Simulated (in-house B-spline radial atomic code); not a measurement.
# W³⁺: binding energies from hole states

Wanted: ΔSCF binding energies of W³⁺.

The numbers are computed with in-house B-spline radial atomic code version 1 (Dirac-Hartree-Fock, average of configuration, Fermi nucleus, basis-set limit), except any that are marked as measured or tabulated.

## 1. Starting point

- element: tungsten (Z = 74)
- charge: +3
- electrons: 71
- configuration: [Xe] 4f14 5d3
- Hamiltonian: Dirac-Coulomb
- nucleus: Fermi, rms radius 5.366 fm

Outer shells as boxes (Hund's rule):

[Xe] 4f14 5d3
```
[Xe] core
4f [↑↓][↑↓][↑↓][↑↓][↑↓][↑↓][↑↓]
5d [↑ ][↑ ][↑ ][  ][  ]
```

The boxes draw the filling by Hund's rule, which heavy ions in jj coupling don't follow; these runs average over all states of the configuration.

Settings, as recorded:

```ini
Z = 74
electrons = 71.0
configuration = [Xe] 4f14 5d3
hamiltonian = dirac
method = hf
spin_polarised = False
nucleus = fermi
rms_radius = 5.3658
mass_number = 184
atomic_mass = 183.95093318
speed_of_light = 137.035999084
```

This reference run was done before. Its total energy is -16154.482590 hartree, and its levels are (the highest eight at most):

```
orbital  occupation  energy (eV)  <r> (bohr)
  4d5/2           6      -296.63      0.5164
  5s1/2           2      -122.67       1.080
  5p1/2           2      -88.808       1.180
  4f5/2           6      -80.512      0.5926
  5p3/2           4      -78.311       1.272
  4f7/2           8      -78.093      0.6015
  5d3/2         1.2      -37.100       1.726
  5d5/2         1.8      -36.282       1.770
```

## 2. The 3d3/2 hole

In configurations, a minus sign after the shell means j = l − 1/2 and a plus sign j = l + 1/2; the count of electrons follows.

Settings: those of step 1 with these lines changed.

```diff
@@ -1,4 +1,4 @@
 Z = 74
-electrons = 71.0
-configuration = [Xe] 4f14 5d3
+electrons = 70.0
+configuration = 1s2 2s2 2p6 3s2 3p6 3d-3 3d+6 4s2 4p6 4d10 4f14 5s2 5p6 5d3
 hamiltonian = dirac
```

The program writes no log. Results of the run, from its result record (rounded, main fields):

```text
status: converged
iterations: 10
energy [hartree]: {"total": -16084.1560619, "kinetic": 18115.9556732, "nuclear": -40017.1473774, "coulomb": 6127.2633633, "exact_exchange": -310.22772095}
breit [hartree]: {"gaunt": 19.0931, "retardation": -2.023106, "frequency_dependence": -0.3350128}
qed [hartree]: {"self_energy": 14.01784, "uehling": -2.630015, "wichmann_kroll": 0.1044378}
recoil [hartree]: 0.02985097
total_with_corrections [hartree]: -16055.8989598
orbitals [hartree, bohr; first row names the columns]:
  - ["name", "occ", "eps", "<r>"]
  - ["1s1/2", 2.0, -2575.9454, 0.018346]
  - ["2s1/2", 2.0, -453.33836, 0.076853]
  - ["2p1/2", 2.0, -432.69918, 0.063674]
  - ["2p3/2", 4.0, -383.02517, 0.071601]
  - ["3s1/2", 2.0, -108.98922, 0.19933]
  - ["3p1/2", 2.0, -99.713988, 0.18963]
  - ["3p3/2", 4.0, -88.944365, 0.20394]
  - ["3d3/2", 3.0, -74.057928, 0.17965]
  - ["3d5/2", 6.0, -71.73258, 0.1829]
  - ["4s1/2", 2.0, -25.29261, 0.44603]
  - ["4p1/2", 2.0, -21.454994, 0.45119]
  - ["4p3/2", 4.0, -18.852413, 0.48181]
  - ["4d3/2", 4.0, -12.521775, 0.49655]
  - ["4d5/2", 6.0, -12.069716, 0.50748]
  - ["4f5/2", 6.0, -3.9974331, 0.56542]
  - ["4f7/2", 8.0, -3.9430576, 0.56992]
  - ["5s1/2", 2.0, -5.2489246, 1.0549]
  - ["5p1/2", 2.0, -3.9638773, 1.143]
  - ["5p3/2", 4.0, -3.5498171, 1.2267]
  - ["5d3/2", 1.2, -1.9337098, 1.58]
  - ["5d5/2", 1.8, -1.8978229, 1.6141]
sum_r [bohr^k]: {"-1": 540.8018, "1": 34.64276, "2": 32.19866}
energy_minus_base [hartree]: 70.3265279
energy_minus_base_with_corrections [hartree]: 70.2135167
```

Run time: 1.5 s. Hardware: 1 thread, shared host.

energy_minus_base is the energy less that of the reference run.

## 3. The 3d5/2 hole

Settings: those of step 2 with these lines changed.

```diff
@@ -2,3 +2,3 @@
 electrons = 70.0
-configuration = 1s2 2s2 2p6 3s2 3p6 3d-3 3d+6 4s2 4p6 4d10 4f14 5s2 5p6 5d3
+configuration = 1s2 2s2 2p6 3s2 3p6 3d-4 3d+5 4s2 4p6 4d10 4f14 5s2 5p6 5d3
 hamiltonian = dirac
```

From the record:

```text
status: converged
iterations: 10
energy [hartree]: {"total": -16086.4891019, "kinetic": 18123.012602, "nuclear": -40028.3898214, "coulomb": 6129.24334483, "exact_exchange": -310.35522729}
breit [hartree]: {"gaunt": 19.13836, "retardation": -2.023481, "frequency_dependence": -0.3335716}
qed [hartree]: {"self_energy": 14.01138, "uehling": -2.629939, "wichmann_kroll": 0.1044349}
recoil [hartree]: 0.02984192
total_with_corrections [hartree]: -16058.1920734
orbitals [hartree, bohr; first row names the columns]:
  - ["name", "occ", "eps", "<r>"]
  - ["1s1/2", 2.0, -2575.7906, 0.018346]
  - ["2s1/2", 2.0, -453.22344, 0.076858]
  - ["2p1/2", 2.0, -432.76206, 0.063708]
  - ["2p3/2", 4.0, -382.79293, 0.071589]
  - ["3s1/2", 2.0, -108.95763, 0.19936]
  - ["3p1/2", 2.0, -100.00124, 0.18956]
  - ["3p3/2", 4.0, -88.769505, 0.20405]
  - ["3d3/2", 4.0, -74.086453, 0.17852]
  - ["3d5/2", 5.0, -71.648019, 0.18415]
  - ["4s1/2", 2.0, -25.289548, 0.44608]
  - ["4p1/2", 2.0, -21.47442, 0.45104]
  - ["4p3/2", 4.0, -18.839711, 0.48199]
  - ["4d3/2", 4.0, -12.564843, 0.49671]
  - ["4d5/2", 6.0, -12.039464, 0.50715]
  - ["4f5/2", 6.0, -4.0422411, 0.56225]
  - ["4f7/2", 8.0, -3.912369, 0.57241]
  - ["5s1/2", 2.0, -5.248761, 1.055]
  - ["5p1/2", 2.0, -3.9658816, 1.1426]
  - ["5p3/2", 4.0, -3.54861, 1.227]
  - ["5d3/2", 1.2, -1.9369683, 1.5776]
  - ["5d5/2", 1.8, -1.895506, 1.616]
sum_r [bohr^k]: {"-1": 540.9537, "1": 34.64303, "2": 32.2049}
energy_minus_base [hartree]: 67.9934879
energy_minus_base_with_corrections [hartree]: 67.920403
```

It took 1.4 s on 1 thread, shared host.

## 4. The 4s hole

Settings: those of step 3 with these lines changed.

```diff
@@ -2,3 +2,3 @@
 electrons = 70.0
-configuration = 1s2 2s2 2p6 3s2 3p6 3d-4 3d+5 4s2 4p6 4d10 4f14 5s2 5p6 5d3
+configuration = 1s2 2s2 2p6 3s2 3p6 3d10 4s1 4p6 4d10 4f14 5s2 5p6 5d3
 hamiltonian = dirac
```

From the record:

```text
status: converged
iterations: 10
energy [hartree]: {"total": -16130.8631459, "kinetic": 18155.9814952, "nuclear": -40149.9037131, "coulomb": 6175.87458079, "exact_exchange": -312.815508839}
breit [hartree]: {"gaunt": 19.19323, "retardation": -2.03335, "frequency_dependence": -0.3344586}
qed [hartree]: {"self_energy": 13.96178, "uehling": -2.620651, "wichmann_kroll": 0.1040756}
recoil [hartree]: 0.02964635
total_with_corrections [hartree]: -16102.5628716
orbitals [hartree, bohr; first row names the columns]:
  - ["name", "occ", "eps", "<r>"]
  - ["1s1/2", 2.0, -2573.825, 0.018346]
  - ["2s1/2", 2.0, -451.17202, 0.076897]
  - ["2p1/2", 2.0, -430.65418, 0.063724]
  - ["2p3/2", 4.0, -380.82393, 0.071638]
  - ["3s1/2", 2.0, -107.84226, 0.20025]
  - ["3p1/2", 2.0, -98.779652, 0.19036]
  - ["3p3/2", 4.0, -87.832951, 0.20489]
  - ["3d3/2", 4.0, -72.712948, 0.17965]
  - ["3d5/2", 6.0, -70.355169, 0.18414]
  - ["4s1/2", 1.0, -25.191235, 0.45036]
  - ["4p1/2", 2.0, -21.143055, 0.45429]
  - ["4p3/2", 4.0, -18.564969, 0.48556]
  - ["4d3/2", 4.0, -12.386129, 0.5017]
  - ["4d5/2", 6.0, -11.899133, 0.51265]
  - ["4f5/2", 6.0, -3.9608563, 0.5728]
  - ["4f7/2", 8.0, -3.8680881, 0.58051]
  - ["5s1/2", 2.0, -5.2264294, 1.0575]
  - ["5p1/2", 2.0, -3.9585753, 1.1457]
  - ["5p3/2", 4.0, -3.5411602, 1.2302]
  - ["5d3/2", 1.2, -1.9324427, 1.583]
  - ["5d5/2", 1.8, -1.8930911, 1.6198]
sum_r [bohr^k]: {"-1": 542.5957, "1": 34.63593, "2": 32.4012}
energy_minus_base [hartree]: 23.6194438
energy_minus_base_with_corrections [hartree]: 23.5496048
```

Run time: 1.4 s. Hardware: 1 thread, shared host.

## 5. The 4p1/2 hole

Settings: those of step 4 with these lines changed.

```diff
@@ -2,3 +2,3 @@
 electrons = 70.0
-configuration = 1s2 2s2 2p6 3s2 3p6 3d10 4s1 4p6 4d10 4f14 5s2 5p6 5d3
+configuration = 1s2 2s2 2p6 3s2 3p6 3d10 4s2 4p-1 4p+4 4d10 4f14 5s2 5p6 5d3
 hamiltonian = dirac
```

From the record:

```text
status: converged
iterations: 10
energy [hartree]: {"total": -16134.6785381, "kinetic": 18160.9160225, "nuclear": -40158.2173701, "coulomb": 6175.75371117, "exact_exchange": -313.130901699}
breit [hartree]: {"gaunt": 19.16384, "retardation": -2.029186, "frequency_dependence": -0.3346152}
qed [hartree]: {"self_energy": 14.00443, "uehling": -2.62815, "wichmann_kroll": 0.1043583}
recoil [hartree]: 0.02976245
total_with_corrections [hartree]: -16106.3681008
orbitals [hartree, bohr; first row names the columns]:
  - ["name", "occ", "eps", "<r>"]
  - ["1s1/2", 2.0, -2573.8972, 0.018345]
  - ["2s1/2", 2.0, -451.22327, 0.076885]
  - ["2p1/2", 2.0, -430.63658, 0.06373]
  - ["2p3/2", 4.0, -380.85512, 0.071635]
  - ["3s1/2", 2.0, -107.89706, 0.20003]
  - ["3p1/2", 2.0, -98.71905, 0.19058]
  - ["3p3/2", 4.0, -87.847124, 0.20488]
  - ["3d3/2", 4.0, -72.696258, 0.17964]
  - ["3d5/2", 6.0, -70.36038, 0.18414]
  - ["4s1/2", 2.0, -24.96493, 0.4487]
  - ["4p1/2", 1.0, -21.358901, 0.4562]
  - ["4p3/2", 4.0, -18.679144, 0.48502]
  - ["4d3/2", 4.0, -12.270543, 0.50258]
  - ["4d5/2", 6.0, -11.935123, 0.51231]
  - ["4f5/2", 6.0, -3.9229865, 0.5744]
  - ["4f7/2", 8.0, -3.8797694, 0.58004]
  - ["5s1/2", 2.0, -5.2415124, 1.0574]
  - ["5p1/2", 2.0, -3.9434146, 1.1465]
  - ["5p3/2", 4.0, -3.5460001, 1.2293]
  - ["5d3/2", 1.2, -1.929481, 1.5851]
  - ["5d5/2", 1.8, -1.8941844, 1.6189]
sum_r [bohr^k]: {"-1": 542.7082, "1": 34.63455, "2": 32.40046}
energy_minus_base [hartree]: 19.8040516
energy_minus_base_with_corrections [hartree]: 19.7443756
```

Wall time 1.4 s (1 thread, shared host).

## 6. The 4p3/2 hole

Settings: those of step 5 with these lines changed.

```diff
@@ -2,3 +2,3 @@
 electrons = 70.0
-configuration = 1s2 2s2 2p6 3s2 3p6 3d10 4s2 4p-1 4p+4 4d10 4f14 5s2 5p6 5d3
+configuration = 1s2 2s2 2p6 3s2 3p6 3d10 4s2 4p-2 4p+3 4d10 4f14 5s2 5p6 5d3
 hamiltonian = dirac
```

From the record:

```text
status: converged
iterations: 10
energy [hartree]: {"total": -16137.1987027, "kinetic": 18169.7231933, "nuclear": -40172.1035176, "coulomb": 6178.48545948, "exact_exchange": -313.303837848}
breit [hartree]: {"gaunt": 19.19085, "retardation": -2.029433, "frequency_dependence": -0.3306509}
qed [hartree]: {"self_energy": 14.00225, "uehling": -2.628852, "wichmann_kroll": 0.1043899}
recoil [hartree]: 0.02972338
total_with_corrections [hartree]: -16108.8604308
orbitals [hartree, bohr; first row names the columns]:
  - ["name", "occ", "eps", "<r>"]
  - ["1s1/2", 2.0, -2573.7492, 0.018345]
  - ["2s1/2", 2.0, -451.13975, 0.076888]
  - ["2p1/2", 2.0, -430.60089, 0.063723]
  - ["2p3/2", 4.0, -380.74703, 0.071643]
  - ["3s1/2", 2.0, -107.83407, 0.20006]
  - ["3p1/2", 2.0, -98.732442, 0.19037]
  - ["3p3/2", 4.0, -87.752271, 0.20513]
  - ["3d3/2", 4.0, -72.653265, 0.17967]
  - ["3d5/2", 6.0, -70.286079, 0.18416]
  - ["4s1/2", 2.0, -24.947252, 0.44866]
  - ["4p1/2", 2.0, -21.23872, 0.45418]
  - ["4p3/2", 3.0, -18.687407, 0.48771]
  - ["4d3/2", 4.0, -12.387642, 0.50189]
  - ["4d5/2", 6.0, -11.828956, 0.51327]
  - ["4f5/2", 6.0, -3.9471171, 0.57407]
  - ["4f7/2", 8.0, -3.8314982, 0.58267]
  - ["5s1/2", 2.0, -5.2404117, 1.0578]
  - ["5p1/2", 2.0, -3.9623081, 1.1454]
  - ["5p3/2", 4.0, -3.5382863, 1.229]
  - ["5d3/2", 1.2, -1.9331941, 1.5827]
  - ["5d5/2", 1.8, -1.892223, 1.6207]
sum_r [bohr^k]: {"-1": 542.8958, "1": 34.63032, "2": 32.41198}
energy_minus_base [hartree]: 17.2838871
energy_minus_base_with_corrections [hartree]: 17.2520456
```

Run time: 1.4 s. Hardware: 1 thread, shared host.

## 7. The 4d3/2 hole

Settings: those of step 6 with these lines changed.

```diff
@@ -2,3 +2,3 @@
 electrons = 70.0
-configuration = 1s2 2s2 2p6 3s2 3p6 3d10 4s2 4p-2 4p+3 4d10 4f14 5s2 5p6 5d3
+configuration = 1s2 2s2 2p6 3s2 3p6 3d10 4s2 4p6 4d-3 4d+6 4f14 5s2 5p6 5d3
 hamiltonian = dirac
```

From the record:

```text
status: converged
iterations: 10
energy [hartree]: {"total": -16143.4716253, "kinetic": 18176.4202359, "nuclear": -40185.6051056, "coulomb": 6179.60830128, "exact_exchange": -313.895056878}
breit [hartree]: {"gaunt": 19.21213, "retardation": -2.034721, "frequency_dependence": -0.3340015}
qed [hartree]: {"self_energy": 14.00805, "uehling": -2.628839, "wichmann_kroll": 0.1043911}
recoil [hartree]: 0.02976684
total_with_corrections [hartree]: -16115.1148494
orbitals [hartree, bohr; first row names the columns]:
  - ["name", "occ", "eps", "<r>"]
  - ["1s1/2", 2.0, -2573.61, 0.018346]
  - ["2s1/2", 2.0, -451.11912, 0.076891]
  - ["2p1/2", 2.0, -430.53153, 0.063724]
  - ["2p3/2", 4.0, -380.74447, 0.071641]
  - ["3s1/2", 2.0, -107.83402, 0.20004]
  - ["3p1/2", 2.0, -98.709944, 0.19034]
  - ["3p3/2", 4.0, -87.77506, 0.20491]
  - ["3d3/2", 4.0, -72.600515, 0.17989]
  - ["3d5/2", 6.0, -70.292153, 0.18415]
  - ["4s1/2", 2.0, -25.052359, 0.44866]
  - ["4p1/2", 2.0, -21.116198, 0.45429]
  - ["4p3/2", 4.0, -18.672582, 0.48519]
  - ["4d3/2", 3.0, -12.380522, 0.50133]
  - ["4d5/2", 6.0, -11.914995, 0.51277]
  - ["4f5/2", 6.0, -3.8535636, 0.57719]
  - ["4f7/2", 8.0, -3.8546688, 0.58195]
  - ["5s1/2", 2.0, -5.2429726, 1.0575]
  - ["5p1/2", 2.0, -3.9545144, 1.1468]
  - ["5p3/2", 4.0, -3.5459106, 1.2297]
  - ["5d3/2", 1.2, -1.9257012, 1.5891]
  - ["5d5/2", 1.8, -1.8938961, 1.6195]
sum_r [bohr^k]: {"-1": 543.0783, "1": 34.62441, "2": 32.40738}
energy_minus_base [hartree]: 11.0109645
energy_minus_base_with_corrections [hartree]: 10.997627
```

It took 1.5 s on 1 thread, shared host.

## 8. The 4d5/2 hole

Settings: those of step 7 with these lines changed.

```diff
@@ -2,3 +2,3 @@
 electrons = 70.0
-configuration = 1s2 2s2 2p6 3s2 3p6 3d10 4s2 4p6 4d-3 4d+6 4f14 5s2 5p6 5d3
+configuration = 1s2 2s2 2p6 3s2 3p6 3d10 4s2 4p6 4d-4 4d+5 4f14 5s2 5p6 5d3
 hamiltonian = dirac
```

From the record:

```text
status: converged
iterations: 10
energy [hartree]: {"total": -16143.9384697, "kinetic": 18177.839092, "nuclear": -40188.2686891, "coulomb": 6180.43596198, "exact_exchange": -313.944834544}
breit [hartree]: {"gaunt": 19.22142, "retardation": -2.034792, "frequency_dependence": -0.3336836}
qed [hartree]: {"self_energy": 14.00675, "uehling": -2.628822, "wichmann_kroll": 0.1043904}
recoil [hartree]: 0.02976491
total_with_corrections [hartree]: -16115.5734413
orbitals [hartree, bohr; first row names the columns]:
  - ["name", "occ", "eps", "<r>"]
  - ["1s1/2", 2.0, -2573.5733, 0.018346]
  - ["2s1/2", 2.0, -451.09085, 0.076892]
  - ["2p1/2", 2.0, -430.53589, 0.063728]
  - ["2p3/2", 4.0, -380.69525, 0.07164]
  - ["3s1/2", 2.0, -107.81698, 0.20005]
  - ["3p1/2", 2.0, -98.70463, 0.19037]
  - ["3p3/2", 4.0, -87.751666, 0.20489]
  - ["3d3/2", 4.0, -72.631757, 0.17967]
  - ["3d5/2", 6.0, -70.242512, 0.18437]
  - ["4s1/2", 2.0, -25.045184, 0.4487]
  - ["4p1/2", 2.0, -21.258766, 0.45428]
  - ["4p3/2", 4.0, -18.594084, 0.48538]
  - ["4d3/2", 4.0, -12.394607, 0.50199]
  - ["4d5/2", 5.0, -11.896467, 0.51252]
  - ["4f5/2", 6.0, -3.9366438, 0.5748]
  - ["4f7/2", 8.0, -3.7837327, 0.58451]
  - ["5s1/2", 2.0, -5.2424346, 1.0577]
  - ["5p1/2", 2.0, -3.9623991, 1.1455]
  - ["5p3/2", 4.0, -3.5424462, 1.2305]
  - ["5d3/2", 1.2, -1.9331962, 1.5829]
  - ["5d5/2", 1.8, -1.8890179, 1.6238]
sum_r [bohr^k]: {"-1": 543.1143, "1": 34.62333, "2": 32.4126}
energy_minus_base [hartree]: 10.5441201
energy_minus_base_with_corrections [hartree]: 10.5390352
```

It took 1.4 s on 1 thread, shared host.

## 9. Results

| hole | ΔSCF (eV) | with Breit, QED, recoil (eV) | −ε of the parent (eV) | −ε less ΔSCF (eV) |
| --- | --- | --- | --- | --- |
| 3d3/2 | 1913.68 | 1910.61 | 1945.17 | 31.49 |
| 3d5/2 | 1850.20 | 1848.21 | 1881.10 | 30.90 |
| 4s | 642.72 | 640.82 | 654.49 | 11.78 |
| 4p1/2 | 538.90 | 537.27 | 550.48 | 11.58 |
| 4p3/2 | 470.32 | 469.45 | 480.79 | 10.47 |
| 4d3/2 | 299.62 | 299.26 | 309.70 | 10.08 |
| 4d5/2 | 286.92 | 286.78 | 296.63 | 9.71 |

What this shows: Every ΔSCF value lies below −ε, since the other electrons relax into the hole: by 31.5 eV for 3d3/2 and 9.71 eV for 4d5/2. The spin-orbit splitting of the 3d hole is 62.40 eV with those corrections. Two partly filled shells share a symmetry and can mix in the average, which may lower the energy, in these hole states: 3d3/2; 3d5/2; 4d3/2; 4d5/2. Values are for the free ion, measured from the vacuum level.
